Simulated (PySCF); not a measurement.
# C7H5BF2S: excited states, first hyperpolarisability

What do calculations give for the excited states, first hyperpolarisability of C7H5BF2S (`FB(F)C=C=Cc1cccs1`)?

Computed with PySCF 2.14.0 and routines of our own; the level stands in each step. Atoms count from 0.

## Step 1: The system as given

16 atoms, charge 0, multiplicity 1; geometry from: GFN2-xTB.

## Step 2: Optimising the geometry at PBE0-D3(BJ)/def2-SVP

Job settings and geometry (Å):

```
{"job": {"xc": "PBE0", "basis": "def2-SVP", "d3": "d3bj", "grid": 2, "kind": "geom"}, "charge": 0, "multiplicity": 1}
F     -4.471820    -1.283651     1.338851
B     -3.478698    -0.534529     0.895413
F     -3.340322     0.613415     1.532163
C     -2.570722    -0.977678    -0.271967
C     -1.544232    -0.284762    -0.686694
C     -0.517935     0.429530    -1.052273
C      0.815317     0.298610    -0.518005
C      1.928591     0.994093    -0.905138
C      3.083257     0.630498    -0.184124
C      2.839156    -0.332064     0.742208
S      1.190194    -0.821632     0.757766
H     -2.798125    -1.916546    -0.764718
H     -0.640240     1.180451    -1.822998
H      1.918454     1.737330    -1.682576
H      4.051759     1.067711    -0.349086
H      3.527768    -0.791831     1.422631
```

Launch:

```sh
$ OMP_NUM_THREADS=1 python excited_run.py task.json out
```

This one command runs all jobs of the session in turn.

The program printed:

```text
step   0  E = -891.39415139  max force = 0.010496
step   1  E = -891.39629026  max force = 0.002966
step   2  E = -891.39629899  max force = 0.003699
step   3  E = -891.39646022  max force = 0.000544
step   4  E = -891.39646461  max force = 0.000531
step   5  E = -891.39646716  max force = 0.000703
step   6  E = -891.39647190  max force = 0.000535
step   7  E = -891.39647543  max force = 0.000270
optimisation converged
```

Wall time 2.4 min (1 thread of Arm Neoverse V1, shared host); peak memory 0.97 GiB.

Relaxation path:

```
step  energy from step 0 (eV)  largest force component (eV/Å)
   0                   0.0000                          0.5397
   1                  -0.0582                          0.1525
   2                  -0.0584                          0.1902
   3                  -0.0628                          0.0280
   4                  -0.0629                          0.0273
   5                  -0.0630                          0.0361
   6                  -0.0631                          0.0275
   7                  -0.0632                          0.0139
```

Distances of close pairs at the start and the end, largest changes first:

```
  bond  before (Å)  after (Å)  change (Å)
C9–H15       1.072      1.089      +0.018
C7–H13       1.076      1.091      +0.016
C8–H14       1.075      1.091      +0.015
C3–H11       1.084      1.099      +0.014
C5–H12       1.083      1.097      +0.014
 C8–C9       1.358      1.370      +0.012
 C4–C5       1.303      1.314      +0.011
 C5–C6       1.442      1.453      +0.011
```

The final coordinates are the input of the step that follows.

```
                         at the end point                value
  point group (found at 0.08 Å tolerance)                   C1
rotational constants (GHz, main isotopes)  2.570, 0.402, 0.382
                        dipole moment (D)                 2.39
```

## Step 3: Excited states: TDA CAM-B3LYP/aug-cc-pVDZ

Job settings and geometry (Å):

```
{"job": {"kind": "states", "xc": "CAM-B3LYP", "basis": "aug-cc-pVDZ", "tda": true, "soc": true, "nstates": 6, "ntriplets": 5, "nquad": 4}, "charge": 0, "multiplicity": 1}
F     -4.455594    -1.282773     1.080499
B     -3.394488    -0.582261     0.721130
F     -3.199709     0.571398     1.329382
C     -2.433733    -1.110615    -0.372003
C     -1.361530    -0.434103    -0.717283
C     -0.294358     0.266826    -1.027990
C      1.018120     0.160378    -0.412705
C      2.145582     0.882185    -0.741080
C      3.273523     0.538915     0.050314
C      2.989562    -0.437333     0.968596
S      1.351146    -0.945404     0.878105
H     -2.640986    -2.073830    -0.858099
H     -0.387060     1.006342    -1.832838
H      2.152627     1.635206    -1.530693
H      4.258105     0.996150    -0.054835
H      3.658825    -0.889304     1.699477
```

Method: TDA CAM-B3LYP/aug-cc-pVDZ excited states, vertical, gas phase, spin-orbit mean-field couplings.

The program printed:

```text
coarse grid: 15584 points
cycle   1  E = -892.2840774615  dE =  2.174e+00  |g| = 6.555e-01  |ddm| = 2.440e+01
cycle   2  E = -892.2778693930  dE =  6.208e-03  |g| = 7.810e-01  |ddm| = 3.735e+00
cycle   3  E = -892.3744665244  dE = -9.660e-02  |g| = 6.011e-02  |ddm| = 1.427e+00
cycle   4  E = -892.3752128674  dE = -7.463e-04  |g| = 3.414e-02  |ddm| = 4.260e-01
cycle   5  E = -892.3755214301  dE = -3.086e-04  |g| = 1.280e-02  |ddm| = 1.937e-01
cycle   6  E = -892.3755648250  dE = -4.339e-05  |g| = 3.216e-03  |ddm| = 5.558e-02
cycle   7  E = -892.3755675794  dE = -2.754e-06  |g| = 9.499e-04  |ddm| = 1.583e-02
final grid: 151480 points
cycle   8  E = -892.3949436546  dE = -3.871e-05  |g| = 3.565e-03  |ddm| = 4.229e-01
cycle   9  E = -892.3949444134  dE = -7.588e-07  |g| = 3.279e-03  |ddm| = 3.409e-02
cycle  10  E = -892.3949468832  dE = -2.470e-06  |g| = 5.125e-04  |ddm| = 1.528e-02
cycle  11  E = -892.3949469380  dE = -5.485e-08  |g| = 2.530e-04  |ddm| = 3.672e-03
cycle  12  E = -892.3949469556  dE = -1.756e-08  |g| = 8.129e-05  |ddm| = 1.119e-03
cycle  13  E = -892.3949469571  dE = -1.579e-09  |g| = 1.235e-05  |ddm| = 3.316e-04
cycle  14  E = -892.3949469572  dE = -5.139e-11  |g| = 7.243e-06  |ddm| = 7.455e-05
converged SCF energy = -892.3949469572

Singlet excitations
state   eV       nm        f     d(h-e)  d(exc)  Lambda  PR(NTO)  |dmu|/D   mu/D   main configurations
  1   4.0724   304.4   0.00021   2.029   3.633   0.492   1.011    6.685    8.866   H->L 0.79, H-3->L 0.08
  2   4.9106   252.5   0.53566   0.173   3.282   0.736   1.130    0.411    2.825   H->L+1 0.82
  3   5.5885   221.9   0.11591   0.392   3.154   0.530   1.432    1.235    3.514   H-1->L+1 0.68, H->L+11 0.10, H-1->L 0.09
  4   5.6046   221.2   0.00252   0.744   4.706   0.259   1.054    4.246    2.569   H->L+2 0.87
  5   5.8037   213.6   0.00175   1.135   4.275   0.258   1.110                     H->L+3 0.49, H->L+8 0.12, H->L+13 0.12
  6   5.9938   206.9   0.00194   2.617   4.462   0.259   1.247                     H-1->L 0.69, H-1->L+1 0.09

Triplet excitations (Tamm-Dancoff)
state   eV     d(h-e)  d(exc)  Lambda  PR(NTO)   main configurations
  1   2.9602   0.199   2.970   0.739   1.129   H->L+1 0.83, H->L 0.10
  2   3.7608   1.880   3.496   0.494   1.013   H->L 0.74, H-3->L 0.11, H->L+1 0.09
  3   4.2149   0.159   2.263   0.674   1.099   H-2->L 0.77
  4   4.3190   0.428   2.821   0.526   1.180   H-1->L+1 0.76, H-1->L 0.08
  5   4.6480   0.032   2.546   0.582   2.129   H-3->L+1 0.32, H->L+11 0.24
S1 - T1 = 1.1122 eV

Spin-orbit couplings |<S|Hso|T>| (cm-1)
             T1       T2       T3       T4       T5
S0        0.091    6.950    0.950    0.337    0.222
S1        1.505    0.031    3.353    1.924    5.069
S2        0.133    1.008    0.132    0.378    0.082
S3        0.410    0.599    0.370    0.358    0.056
S4        7.078    0.879    0.819    1.679    3.467
S5       19.903    1.285    3.188    7.164    8.149
S6        1.185    0.219    8.264   12.866    3.053
T1 sublevels (cm-1): 0.000 0.019 0.020   radiative rates (1/s): 0.387 0.00533 0.000148
```

It took 2.2 min on 1 thread of Arm Neoverse V1, shared host; peak memory 1.3 GiB.

From this job:

```
  quantity    value
S1 less T1  1.11 eV
```

Orbitals, density, ELF and potential are computed afterwards from the orbital file.

Frontier orbitals at CAM-B3LYP/aug-cc-pVDZ, with the share of their density that lies nearest to each atom:

```
orbital  energy (eV)                                                     lies on
   HOMO        -7.59  C4, C6, C9 about 19 % each; C5, C7 about 10 % each; C8 8 %
   LUMO        -0.36                                   C4 29 %; B1 21 %; C3 14 %
```

ELF in a plane through or near 9 of the atoms.

Ten even steps from ' ' (0.00) to '@' (1.00):
```
                                                        
                                                        
                                                        
                  --..    --##--                        
                ##@@##    %%@@@@::                      
                @@@@@@..  @@@@@@::                      
                %%@@@@..  ##@@##::..::::..              
        ..--..  ==++==++--**::****++++==--..            
        **@@%%==**--::%%==@@::%%%%**++++++::            
        @@@@@@##::%%++++::**==####**==%%##::::::..      
        %%@@@@**++==..++##++  ::++++++@@----****--      
        ..==--++@@**--++##**..  ::--**##..****%%++..    
              --==..%%::::##==    ::--==::****%%==..    
            ==%%%%++##****@@##          ..==##**::      
            %%@@@@**--**%%@@##..          ..--::        
            %%@@@@==  ::++**--                          
            ==%%##..    ..::                            
                                                        
                                                        
                                                        
```
The map spans 14.8 Å across and 9.8 Å up, centred on the molecule. Atoms in the plane (x, y in Å): F0 (4.8, -1.0), C6 (-0.9, 0.3), C7 (-2.1, 0.9), C8 (-3.2, -0.1), C9 (-2.7, -1.4), H12 (0.3, 2.2), H13 (-2.3, 1.9), H14 (-4.2, 0.1), H15 (-3.2, -2.3).

log10 of the density (e/Å³) in the same plane.

Ten even steps from ' ' (-4.0) to '@' (1.2):
```
                                                        
                                                        
                  ................                      
              ..::----::::--==--::..                    
            ..::======----++++++==::....                
          ..::--++##**++==**##**++------::..            
        ..::--==**####++++**####**++====--::..          
      ..::====++**%%%%##**##%%####**++++====::..        
      ::--++****##%%%%%%####%%######****++++==--::..    
    ..::==**##%%%%%%##%%%%################**++++--::    
    ..::==**##%%@@##**######++******##########**++--..  
      ..--++**##%%##########++==++++**######@@%%**==..  
      ..::==++**%%%%####%%##++======++****##@@%%**==..  
        ..--++**############++==------==++**##**==--..  
        ..--++**##******##**++--::::::::--==++==--::    
        ..::==++**++==++++====::..    ....::::::..      
          ::--======--------::..            ....        
            ..::::::..::::....                          
                ..                                      
                                                        
```
The map spans 14.8 Å across and 9.8 Å up, centred on the molecule. Atoms in the plane (x, y in Å): F0 (4.8, -1.0), C6 (-0.9, 0.3), C7 (-2.1, 0.9), C8 (-3.2, -0.1), C9 (-2.7, -1.4), H12 (0.3, 2.2), H13 (-2.3, 1.9), H14 (-4.2, 0.1), H15 (-3.2, -2.3).

On the surface of density 0.002 e/bohr³ the electrostatic potential runs, from the 1st to the 99th percentile, from -0.74 V near F2 to 1.38 V near B1.

## Step 4: Excited states: TDDFT CAM-B3LYP/aug-cc-pVDZ

The job, as its differences from that of step 3:

```diff
@@ -1,2 +1,2 @@
-{"job": {"kind": "states", "xc": "CAM-B3LYP", "basis": "aug-cc-pVDZ", "tda": true, "soc": true, "nstates": 6, "ntriplets": 5, "nquad": 4}, "charge": 0, "multiplicity": 1}
+{"job": {"kind": "states", "xc": "CAM-B3LYP", "basis": "aug-cc-pVDZ", "tpa": true, "nstates": 8, "nquad": 6, "ntriplets": 0}, "charge": 0, "multiplicity": 1}
 F     -4.455594    -1.282773     1.080499
```

Method: TDDFT CAM-B3LYP/aug-cc-pVDZ excited states, vertical, gas phase, two-photon moments by quadratic response.

The program printed:

```text
coarse grid: 15584 points
cycle   1  E = -892.2840774615  dE =  2.174e+00  |g| = 6.555e-01  |ddm| = 2.440e+01
cycle   2  E = -892.2778693930  dE =  6.208e-03  |g| = 7.810e-01  |ddm| = 3.735e+00
cycle   3  E = -892.3744665244  dE = -9.660e-02  |g| = 6.011e-02  |ddm| = 1.427e+00
cycle   4  E = -892.3752128674  dE = -7.463e-04  |g| = 3.414e-02  |ddm| = 4.260e-01
cycle   5  E = -892.3755214301  dE = -3.086e-04  |g| = 1.280e-02  |ddm| = 1.937e-01
cycle   6  E = -892.3755648250  dE = -4.339e-05  |g| = 3.216e-03  |ddm| = 5.558e-02
cycle   7  E = -892.3755675794  dE = -2.754e-06  |g| = 9.499e-04  |ddm| = 1.583e-02
final grid: 151480 points
cycle   8  E = -892.3949436546  dE = -3.871e-05  |g| = 3.565e-03  |ddm| = 4.229e-01
cycle   9  E = -892.3949444134  dE = -7.588e-07  |g| = 3.279e-03  |ddm| = 3.409e-02
cycle  10  E = -892.3949468832  dE = -2.470e-06  |g| = 5.125e-04  |ddm| = 1.528e-02
cycle  11  E = -892.3949469380  dE = -5.485e-08  |g| = 2.530e-04  |ddm| = 3.672e-03
cycle  12  E = -892.3949469556  dE = -1.756e-08  |g| = 8.129e-05  |ddm| = 1.119e-03
cycle  13  E = -892.3949469571  dE = -1.579e-09  |g| = 1.235e-05  |ddm| = 3.316e-04
cycle  14  E = -892.3949469572  dE = -5.139e-11  |g| = 7.243e-06  |ddm| = 7.455e-05
converged SCF energy = -892.3949469572

Singlet excitations
state   eV       nm        f     d(h-e)  d(exc)  Lambda  PR(NTO)  |dmu|/D   mu/D   delta(TPA)   sigma/GM   main configurations
  1   4.0523   306.0   0.00017   2.028   3.633   0.490   1.015    6.682    8.865        0.35      0.002   H->L 0.80, H-3->L 0.08
  2   4.6671   265.7   0.40530   0.164   3.248   0.734   1.164    0.353    2.785       13.36      0.107   H->L+1 0.87, H->L 0.08
  3   5.4576   227.2   0.08359   0.490   3.105   0.524   1.409    1.713    3.900      128.79      1.405   H-1->L+1 0.76, H-1->L 0.09
  4   5.6022   221.3   0.00210   0.746   4.707   0.259   1.052    4.242    2.565       22.10      0.254   H->L+2 0.86
  5   5.7934   214.0   0.00174   1.155   4.249   0.260   1.110    3.050    4.630       40.06      0.493   H->L+3 0.48, H->L+13 0.13, H->L+8 0.12
  6   5.9891   207.0   0.00194   2.588   4.460   0.259   1.258    7.504    9.533       11.43      0.150   H-1->L 0.68, H-1->L+1 0.08
  7   6.0565   204.7   0.00055   1.651   3.356   0.470   1.052                                            H-2->L+1 0.76, H-2->L 0.10
  8   6.1210   202.6   0.00188   0.818   4.594   0.255   1.263                                            H->L+3 0.19, H->L+5 0.18, H->L+4 0.13
```

Run time: 2.3 min. Hardware: 1 thread of Arm Neoverse V1, shared host; peak memory 1.4 GiB.

## Step 5: First hyperpolarisability: quadratic response CAM-B3LYP/aug-cc-pVDZ

The job, as its differences from that of step 4:

```diff
@@ -1,2 +1,2 @@
-{"job": {"kind": "states", "xc": "CAM-B3LYP", "basis": "aug-cc-pVDZ", "tpa": true, "nstates": 8, "nquad": 6, "ntriplets": 0}, "charge": 0, "multiplicity": 1}
+{"job": {"kind": "beta", "xc": "CAM-B3LYP", "basis": "aug-cc-pVDZ"}, "charge": 0, "multiplicity": 1}
 F     -4.455594    -1.282773     1.080499
```

Level: quadratic response CAM-B3LYP/aug-cc-pVDZ first hyperpolarisability, Taylor convention, gas phase.

The program printed:

```text
coarse grid: 15584 points
cycle   1  E = -892.2840774615  dE =  2.174e+00  |g| = 6.555e-01  |ddm| = 2.440e+01
cycle   2  E = -892.2778693930  dE =  6.208e-03  |g| = 7.810e-01  |ddm| = 3.735e+00
cycle   3  E = -892.3744665244  dE = -9.660e-02  |g| = 6.011e-02  |ddm| = 1.427e+00
cycle   4  E = -892.3752128674  dE = -7.463e-04  |g| = 3.414e-02  |ddm| = 4.260e-01
cycle   5  E = -892.3755214301  dE = -3.086e-04  |g| = 1.280e-02  |ddm| = 1.937e-01
cycle   6  E = -892.3755648250  dE = -4.339e-05  |g| = 3.216e-03  |ddm| = 5.558e-02
cycle   7  E = -892.3755675794  dE = -2.754e-06  |g| = 9.499e-04  |ddm| = 1.583e-02
final grid: 151480 points
cycle   8  E = -892.3949436546  dE = -3.871e-05  |g| = 3.565e-03  |ddm| = 4.229e-01
cycle   9  E = -892.3949444134  dE = -7.588e-07  |g| = 3.279e-03  |ddm| = 3.409e-02
cycle  10  E = -892.3949468832  dE = -2.470e-06  |g| = 5.125e-04  |ddm| = 1.528e-02
cycle  11  E = -892.3949469380  dE = -5.485e-08  |g| = 2.530e-04  |ddm| = 3.672e-03
cycle  12  E = -892.3949469556  dE = -1.756e-08  |g| = 8.129e-05  |ddm| = 1.119e-03
cycle  13  E = -892.3949469571  dE = -1.579e-09  |g| = 1.235e-05  |ddm| = 3.316e-04
cycle  14  E = -892.3949469572  dE = -5.139e-11  |g| = 7.243e-06  |ddm| = 7.455e-05
converged SCF energy = -892.3949469572

Lowest singlets (eV, f): 4.0523 0.0002  4.6671 0.4053  5.4576 0.0836

First hyperpolarisability (au)
process     nm      |vector|   parallel      HRS      DR
static         -      131.18      50.96      71.91   2.747
shg       1907.0      151.92      60.96      80.69   2.907
eope      1907.0      137.71      54.12          -       -
shg       1064.0      213.11       90.1     106.51   3.299
eope      1064.0      153.52      61.73          -       -
```

Run time: 1.9 min. Hardware: 1 thread of Arm Neoverse V1, shared host; peak memory 1.4 GiB.

## Step 6: Excited states: TDA CAM-B3LYP/aug-cc-pVDZ in toluene

The job, as its differences from that of step 5:

```diff
@@ -1,2 +1,2 @@
-{"job": {"kind": "beta", "xc": "CAM-B3LYP", "basis": "aug-cc-pVDZ"}, "charge": 0, "multiplicity": 1}
+{"job": {"kind": "states", "xc": "CAM-B3LYP", "basis": "aug-cc-pVDZ", "tda": true, "soc": true, "nstates": 6, "ntriplets": 5, "nquad": 4, "solvent": "toluene"}, "charge": 0, "multiplicity": 1}
 F     -4.455594    -1.282773     1.080499
```

With the program's defaults for keys left out, this is: TDA CAM-B3LYP/aug-cc-pVDZ excited states, vertical, IEF-PCM toluene (non-equilibrium response), spin-orbit mean-field couplings.

The program printed:

```text
coarse grid: 15584 points
cycle   1  E = -892.2896204916  dE =  2.169e+00  |g| = 6.500e-01  |ddm| = 2.441e+01
cycle   2  E = -892.2858494347  dE =  3.771e-03  |g| = 7.648e-01  |ddm| = 3.614e+00
cycle   3  E = -892.3781223680  dE = -9.227e-02  |g| = 5.427e-02  |ddm| = 1.404e+00
cycle   4  E = -892.3788056973  dE = -6.833e-04  |g| = 2.641e-02  |ddm| = 4.068e-01
cycle   5  E = -892.3789926912  dE = -1.870e-04  |g| = 8.865e-03  |ddm| = 1.808e-01
cycle   6  E = -892.3790142932  dE = -2.160e-05  |g| = 2.841e-03  |ddm| = 4.191e-02
cycle   7  E = -892.3790165275  dE = -2.234e-06  |g| = 7.115e-04  |ddm| = 1.525e-02
final grid: 151480 points
cycle   8  E = -892.3983704961  dE = -3.896e-05  |g| = 3.570e-03  |ddm| = 4.233e-01
cycle   9  E = -892.3983713788  dE = -8.827e-07  |g| = 3.215e-03  |ddm| = 3.617e-02
cycle  10  E = -892.3983737889  dE = -2.410e-06  |g| = 4.588e-04  |ddm| = 1.689e-02
cycle  11  E = -892.3983738337  dE = -4.476e-08  |g| = 2.123e-04  |ddm| = 3.419e-03
cycle  12  E = -892.3983738461  dE = -1.246e-08  |g| = 6.548e-05  |ddm| = 1.069e-03
cycle  13  E = -892.3983738472  dE = -1.052e-09  |g| = 1.182e-05  |ddm| = 2.686e-04
cycle  14  E = -892.3983738472  dE = -5.207e-11  |g| = 6.258e-06  |ddm| = 6.814e-05
converged SCF energy = -892.3983738472

Singlet excitations
state   eV       nm        f     d(h-e)  d(exc)  Lambda  PR(NTO)  |dmu|/D   mu/D   main configurations
  1   4.0626   305.2   0.00033   2.043   3.633   0.480   1.010    7.751   10.206   H->L 0.81, H-3->L 0.08
  2   4.7523   260.9   0.67531   0.162   3.283   0.750   1.124    0.466    3.203   H->L+1 0.85
  3   5.5322   224.1   0.16157   0.456   3.124   0.525   1.337    1.718    4.217   H-1->L+1 0.74, H-1->L 0.08
  4   5.5978   221.5   0.00260   0.509   4.678   0.250   1.048    3.153    2.241   H->L+2 0.84
  5   5.8117   213.3   0.00200   1.187   4.248   0.262   1.105                     H->L+3 0.46, H->L+8 0.14, H->L+13 0.10
  6   6.0075   206.4   0.00182   2.780   4.444   0.251   1.184                     H-1->L 0.71

Triplet excitations (Tamm-Dancoff)
state   eV     d(h-e)  d(exc)  Lambda  PR(NTO)   main configurations
  1   2.9600   0.191   2.970   0.744   1.128   H->L+1 0.84, H->L 0.08
  2   3.7532   1.893   3.497   0.484   1.013   H->L 0.75, H-3->L 0.11
  3   4.2111   0.165   2.264   0.681   1.088   H-2->L 0.78
  4   4.3313   0.425   2.819   0.528   1.181   H-1->L+1 0.77
  5   4.6566   0.033   2.547   0.574   2.121   H-3->L+1 0.33, H->L+11 0.21
S1 - T1 = 1.1025 eV

Spin-orbit couplings |<S|Hso|T>| (cm-1)
             T1       T2       T3       T4       T5
S0        0.094    6.930    0.968    0.324    0.211
S1        1.501    0.033    3.311    1.913    5.122
S2        0.110    0.970    0.099    0.346    0.082
S3        0.251    0.474    0.369    0.285    0.052
S4        4.479    1.125    0.477    0.891    2.121
S5       20.696    1.380    3.087    7.290    8.389
S6        0.508    0.251    8.584   13.010    3.290
T1 sublevels (cm-1): 0.000 0.020 0.020   radiative rates (1/s): 0.444 0.00314 0.00218
```

It took 1.9 min on 1 thread of Arm Neoverse V1, shared host; peak memory 1.4 GiB.

In short:

```
  quantity    value
S1 less T1  1.10 eV
```

## Step 7: Results

```
                                                   quantity                                                value
                                                point group                                                   C1
                       rotational constants (main isotopes)                                 2.57, 0.40, 0.38 GHz
             S1 less T1 (step 3, TDA CAM-B3LYP/aug-cc-pVDZ)                                              1.11 eV
                      surface potential, 1st and 99th percentile                                   -0.74 V and 1.38 V
β vector (step 5, quadratic response CAM-B3LYP/aug-cc-pVDZ)  static 131, SHG 1907.0 nm 152, SHG 1064.0 nm 213 au
  S1 less T1 (step 6, TDA CAM-B3LYP/aug-cc-pVDZ in toluene)                                              1.10 eV
```

In words: Over 7 steps the energy fell by 0.063 eV; of the close pairs, C9–H15 changed most, 1.072 to 1.089 Å. In step 3, the number of triplets below S1 is 2, and the largest singlet-triplet spin-orbit coupling is S5–T1, 19.90 cm⁻¹. By nearest atom (CAM-B3LYP/aug-cc-pVDZ), the HOMO sits on C4, C6, C9 about 19 % each; C5, C7 about 10 % each and the LUMO on C4 29 %; B1 21 %. β grows from 131 au (static) to 213 au for doubling at 1064.0 nm: normal dispersion, which grows as twice the photon energy moves toward the bright states. In step 6, the number of triplets below S1 is 2, and the largest singlet-triplet spin-orbit coupling is S5–T1, 20.70 cm⁻¹.
